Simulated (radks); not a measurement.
**Ionising gold step by step, Au²⁰⁺ to Au³⁹⁺**

One table from this session's results is given with a row withheld; the runs are named, their logs left out.

Program: radks (a radial shooting solver on a logarithmic mesh, Libxc functionals) version 1. Level of theory: scalar-relativistic Kohn-Sham, SCAN, spin-polarised, spherical densities, finite nucleus; open shells are filled with parallel spins first. These are calculated values, not measurements, unless marked.

### The system

| Item | Value |
| --- | --- |
| element | gold (Z = 79) |
| charges | 20 to 39 |
| first configuration | [Kr] 4d10 4f12 5s1 |
| last configuration | [Kr] 4d4 |

The outer shells:

Au²⁰⁺
```
[Kr] core
4d [↑↓][↑↓][↑↓][↑↓][↑↓]
4f [↑↓][↑↓][↑↓][↑↓][↑↓][↑ ][↑ ]
5s [↑ ]
```

Au³⁹⁺
```
[Kr] core
4d [↑ ][↑ ][↑ ][↑ ][  ]
```

The first run:

The run's settings:

```text
Z 79
configuration [Kr] 4d10 4f12 5s1
relativity scalar-relativistic
functional scan,scan
spin polarised
nucleus finite rms 5.4371 fm
c 137.035999084
```

Steps of the session up to this table: Au²⁰⁺, [Kr] 4d10 4f12 5s1.

One table of the session follows, with a row left open; its other results are not shown here.

It belongs to the step «Au²⁰⁺, [Kr] 4d10 4f12 5s1». Radial moments (bohr):

| level | <r> | outermost maximum (interpolated) | 90 % within | nodes |
| --- | --- | --- | --- | --- |
| 4p up | 0.4266 | 0.400 | 0.616 | 2 |
| 4p down | 0.4268 | 0.400 | 0.616 | 2 |
| 4d up | 0.4454 | 0.406 | 0.659 | 1 |
| 4d down | 0.4453 | 0.406 | 0.659 | 1 |
| 4f up | ? | ? | ? | ? |
| 4f down | 0.4548 | 0.365 | 0.708 | 0 |
| 5s up | 0.8097 | 0.786 | 1.13 | 4 |
| 5s down | 0.8112 | 0.787 | 1.13 | 4 |

Estimate the missing values for 4f up.

As computed: <r>: 0.4550; outermost maximum (interpolated): 0.364; 90 % within: 0.709; nodes: 0. In the column «<r>» it lies between 4f down (0.4548) and 5s up (0.8097).

Caveats from the session: Open shells are spherical and high-spin; term and fine-structure splittings are not resolved.
